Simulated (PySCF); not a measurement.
# KO: from the state search to spectroscopic constants

Aim: find the lowest electronic state of KO, scan its bond at several levels of theory, and get bond length, wavenumber and dissociation energy from each curve.

Computed with PySCF 2.14.0. Level: K 3-21G, O 3-21G, no relativity.

### Step 1. Set-up

A driver script around PySCF takes these settings:

| Quantity | Value |
| --- | --- |
| atoms | K, O |
| charge | 0 |
| basis | K 3-21G, O 3-21G |
| Hamiltonian | no relativity |
| basis functions | 26 |
| electrons treated | 27 |
| masses in u | 38.9637, 15.9949 |
| levels | PBE0, PBE, r²SCAN, LDA, revPBE, PBEsol, CAM-B3LYP, HF, MP2, SCS-MP2, CCSD, CCSD(T) |
| grid | 80 radial by 434 angular points |
| occupations | held fixed by the projection of orbital angular momentum |
| dissociation limit | K + O, each in its ground configuration |
| starting distance in angstrom | 2.545 |
| values of 2S to try | 1, 3 |

The run is started by

```
$ OMP_NUM_THREADS=1 python dia.py task.json out
```

After this run come: The PBE0 curve of the state that the search chose; Higher solutions at PBE0; PBE (GGA); r²SCAN (meta-GGA); LDA; revPBE (GGA); PBEsol; CAM-B3LYP (range-separated hybrid); UHF (mean field); MP2 and coupled cluster.

**Question.** What will these runs give? Wanted: for each run, Re; ωe; De; μ.

The runs gave:

Lowest PBE0 solution found, without spin–orbit coupling: ²Π (doublet), unpaired electrons π ↑. State 2 has its PBE0 minimum 0.18 eV higher. The other levels ran on the lowest alone.

```
    level  Re (Å)  ωe (cm⁻¹)  De (eV)  μ (D)
      LDA   2.400        314     2.19  -5.01
      PBE   2.476      283.3     1.89  -5.18
   PBEsol   2.439      295.0     1.97  -5.10
   revPBE   2.508      270.8     1.81  -5.28
   r²SCAN   2.459        301     1.73  -5.42
     PBE0   2.439      295.6     1.37  -6.10
CAM-B3LYP   2.418        313     1.37  -7.10
```

De is counted to K + O in their ground configurations. A positive dipole means K(−)O(+). No constants: UHF (no minimum is bracketed among the points kept); UHF-MP2 (the points don't follow one smooth fit); UHF-SCS-MP2 (the points don't follow one smooth fit); UHF-CCSD (the points don't follow one smooth fit); UHF-CCSD(T) (the points don't follow one smooth fit). ⟨S²⟩ is off the pure value of 0.75 by over a tenth at LDA 0.89, PBE 0.88, PBEsol 0.89, revPBE 0.88, r²SCAN 0.94.

**Reading.** Bond lengths run from 2.400 Å (LDA) to 2.508 Å (revPBE). Among the levels with a De in the table, it runs from 1.37 eV (PBE0) to 2.19 eV (LDA).

Correlated steps freeze 6 core orbitals. The basis is very small, so these numbers show the basis as much as the molecule. T1 is 0.194 near the minimum (highest on the curve 0.194), which may point to more than one leading configuration.
